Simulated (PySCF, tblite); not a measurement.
# BeF₂H₃N, a complex of two parts: NMR shifts, interaction energy, infrared bands, spin-spin couplings and core binding energies

One table from this session's results is given with a row withheld; the runs are named, their logs left out.

Programs: tblite 0.8.0 and PySCF 2.14.0. All values are calculated, for the isolated system unless a continuum is named. Atoms count from 0, parts from 1.

## The system as given

7 atoms, charge 0, multiplicity 1; geometry: rigid parts in contact. Parts: 1 = atoms 0–2, `[F][Be][F]`, charge 0; 2 = atoms 3–6, `N`, charge 0.

Set-up of the first run:

The job: settings as JSON, then the geometry in Å.

```
{"job": {"kind": "dock", "xc": "GFN2-xTB", "basis": "xTB"}, "charge": 0, "multiplicity": 1, "parts": [{"atoms": "0-2", "charge": 0, "multiplicity": 1}, {"atoms": "3-6", "charge": 0, "multiplicity": 1}]}
F      0.038915     0.354703     1.322340
Be    -0.000361    -0.000074    -0.000020
F     -0.038554    -0.354630    -1.322319
N      0.222085    -1.949693     0.689892
H      0.178397    -2.606936    -0.079289
H     -0.699119    -1.904675     1.108001
H      0.855468    -2.329492     1.382737
```

With the program's defaults for keys left out, this is: GFN2-xTB search for minima from random contacts, gas phase.

Command:

```console
OMP_NUM_THREADS=1 python cluster_run.py task.json out
```

The driver reads the jobs from task.json and runs them one after another.

Steps of the session up to this table: Bringing the parts together with GFN2-xTB; Geometry optimisation at PBE0-D3(BJ)/def2-TZVPD; Shielding tensors: PBE0/pcSseg-2; Coupled-cluster interaction energy: CCSD(T) and MP2.

One of the session's tables, all rows but one given; the rest of the session is left out.

It belongs to the step «Coupled-cluster interaction energy: CCSD(T) and MP2». 

```
                 method  interaction energy (kcal/mol)
         HF/aug-cc-pVDZ                              ?
        MP2/aug-cc-pVDZ                         -35.82
       CCSD/aug-cc-pVDZ                         -36.53
    CCSD(T)/aug-cc-pVDZ                         -36.24
         HF/aug-cc-pVQZ                         -39.38
        MP2/aug-cc-pVQZ                         -38.51
    SCS-MP2/aug-cc-pVQZ                         -37.94
      MP2, extrapolated                         -38.95
CCSD(T), limit estimate                         -39.37
```

Estimate the missing values for HF/aug-cc-pVDZ.

As computed: interaction energy (kcal/mol): -38.62. In the column «interaction energy (kcal/mol)» it lies between MP2, extrapolated (-38.95) and MP2/aug-cc-pVQZ (-38.51).

Caveats from the session: The interaction energy leaves out the deformation of the parts, 11.08 kcal/mol at MP2. So large a deformation means that a part is far from its own minimum, so a sum across the two methods would be rough.
